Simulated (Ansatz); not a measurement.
This script drives Ansatz 0.2.0, Python API.

The script, `methods_ch8geosi.py`:
```python
"""CH8GeOSi at several levels of theory."""

from pathlib import Path

import ansatz as az
from ase import Atoms
import numpy as np


def main() -> None:
    atoms = Atoms(["O", "C", "Si", "Ge", "H", "H", "H", "H", "H", "H", "H", "H"], positions=[
        (0.2595, 1.7161, 0.0827),
        (-0.3856, 0.5042, -0.1202),
        (-0.3183, -0.4928, 1.4453),
        (0.644, -0.4281, -1.53),
        (-0.4398, 2.3015, 0.5627),
        (-1.4459, 0.6332, -0.4275),
        (1.1492, -0.6591, 1.8532),
        (-0.8561, -1.7975, 1.2333),
        (-1.0066, 0.2252, 2.5702),
        (0.4925, 0.3806, -2.8168),
        (-0.0888, -1.8297, -1.7205),
        (2.073, -0.6088, -1.0983),
    ])
    geometry = az.Crystal.molecule_from_ase(atoms)

    calculation = geometry.calculation().basis(gaussian="def2-SVP")

    print("functional    E (Ha)        dipole (D)   HOMO (eV)  LUMO (eV)")
    for name in ["lda", "pbe0", "revpbe", "lc_wpbe", "blyp", "cam_b3lyp"]:
        r = calculation.functional(name).forces().orbitals().run(threads=1, backend="cpu", runs_dir="runs").report
        lines = Path(r["orbitals_path"]).read_text().splitlines()
        field_of = lambda key: [line.split("=")[1].strip() for line in lines if line.startswith(key)]
        orbitals = [(27.211386 * float(e), s, float(n)) for e, s, n in zip(field_of("Ene="), field_of("Spin="), field_of("Occup="))]
        homo = max(e for e, _, n in orbitals if n > 0.5)
        lumo = min(e for e, _, n in orbitals if n < 0.5)
        dipole = 4.803205 * np.linalg.norm(r["charge_distribution"]["dipole_moment_e_ang"])
        print(f"{name:10s} {r['free_energy_ev'] / 27.211386246:14.6f} {dipole:9.3f} {homo:11.3f} {lumo:10.3f}")


if __name__ == "__main__":
    main()
```

It is started by `python methods_ch8geosi.py`. How long does it take on 1 thread of Arm Neoverse V1, with other jobs on the host, and how much memory does it need?

It took about 32 s, with a peak of 0.4 GiB, for 6 runs of the engine.

```console
$ python methods_ch8geosi.py
functional    E (Ha)        dipole (D)   HOMO (eV)  LUMO (eV)
lda          -2478.858457     1.668      -5.678     -0.685
pbe0         -2483.629275     1.642      -7.047      0.427
revpbe       -2483.883875     1.603      -5.539     -0.371
lc_wpbe      -2483.720850     1.647      -9.714      2.703
blyp         -2484.136014     1.602      -5.440     -0.401
cam_b3lyp    -2484.216638     1.633      -8.377      1.432
```

Caveats:
- Total energies depend on the basis set; only differences at equal settings carry meaning.
- The geometry is a force-field or estimated start, not a minimum of this method, and the basis set is short of its limit. A lower total doesn't mark the better method: functionals have no common bound, and MP2 and coupled cluster aren't variational.
- Levels such as HOMO and LUMO are orbital energies: with these approximate functionals they aren't the ionisation energy and electron affinity, and their gap isn't the fundamental gap.

(Lines on the test bed's own set-up are left out of the output.)
